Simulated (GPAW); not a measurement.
Runs of GPAW 26.7.0 on MoI. The structure is cubic, space group F-43m (No. 216). Conventional cell: a = 6.358 Å, b = 6.358 Å, c = 6.358 Å, α = 90.00°, β = 90.00°, γ = 90.00°. Mo (site symmetry -43m) is surrounded by 4 I at 2.75 Å. I (site symmetry -43m) is surrounded by 4 Mo at 2.75 Å. The cell was built by a generator and needn't be a form met in nature.

```csv
task,level,potentials or basis,U,cell,k mesh,optimizer,fmax,max steps,convergence,band path,gap on the mesh (eV),pressure (GPa),relaxed volume (Å³/atom)
relaxation of cell and atoms,PBE+U,"GPAW PAW data sets (gpaw-data 1.2.1), pw",Mo d U = 2 eV,relaxed,7 × 7 × 7,BFGS,0.02 eV/Å,60,density=1e-05 forces=0.0001,-,none,-0.1,(b)
relaxation of cell and atoms,PBE+U,"GPAW PAW data sets (gpaw-data 1.2.1), pw",Mo d U = 4 eV,relaxed,7 × 7 × 7,BFGS,0.02 eV/Å,60,density=1e-05 forces=0.0001,-,none,0.0,32.84
relaxation of cell and atoms,PBE+U,"GPAW PAW data sets (gpaw-data 1.2.1), pw",Mo d U = 3 eV,relaxed,7 × 7 × 7,BFGS,0.02 eV/Å,60,density=1e-05 forces=0.0001,-,none,0.0,31.25
relaxation of cell and atoms,PBE+U,"GPAW PAW data sets (gpaw-data 1.2.1), pw",Mo d U = 5 eV,relaxed,7 × 7 × 7,BFGS,0.02 eV/Å,60,density=1e-05 forces=0.0001,-,none,0.1,(a)
band structure,LDA,"the program's PAW data sets (release 1.2.1) made for this functional, pw",-,as given,5 × 5 × 5,-,-,-,-,"GXWKGLUWLK,UX",-,-11.1,-
relaxation of cell and atoms,LDA,"the program's PAW data sets (release 1.2.1) made for this functional, pw",-,relaxed,5 × 5 × 5,BFGS,0.02 eV/Å,60,density=1e-05 forces=0.0001,-,none,-0.1,26.69
relaxation of cell and atoms,PBE,"GPAW PAW data sets (gpaw-data 1.2.1), pw",-,relaxed,7 × 7 × 7,BFGS,0.02 eV/Å,60,density=1e-05 forces=0.0001,-,none,0.0,28.43
```

Alike in all rows: no spin polarisation; cutoff (eV) 600; smearing fermi-dirac 0.05 eV.

**Question.** Fill in the values left out.

**Answer.** (a) 34.39; (b) 29.84.

Caveats: an odd number of electrons without spin polarisation forces a metal; a magnetic or distorted state may lie lower; later steps reuse the first step's grids (some runs); U without spin polarisation on a metal has little footing (some runs); spin-orbit coupling is left out, which moves the levels of the heavy elements (some runs); the volume moved by over 15 % at a fixed basis, so the end points are rough (some runs).

A k mesh can miss the band edges, and the runs leave out spin-orbit coupling on I, Mo.

A gap of «none» marks a metal or a gap under the smearing width.
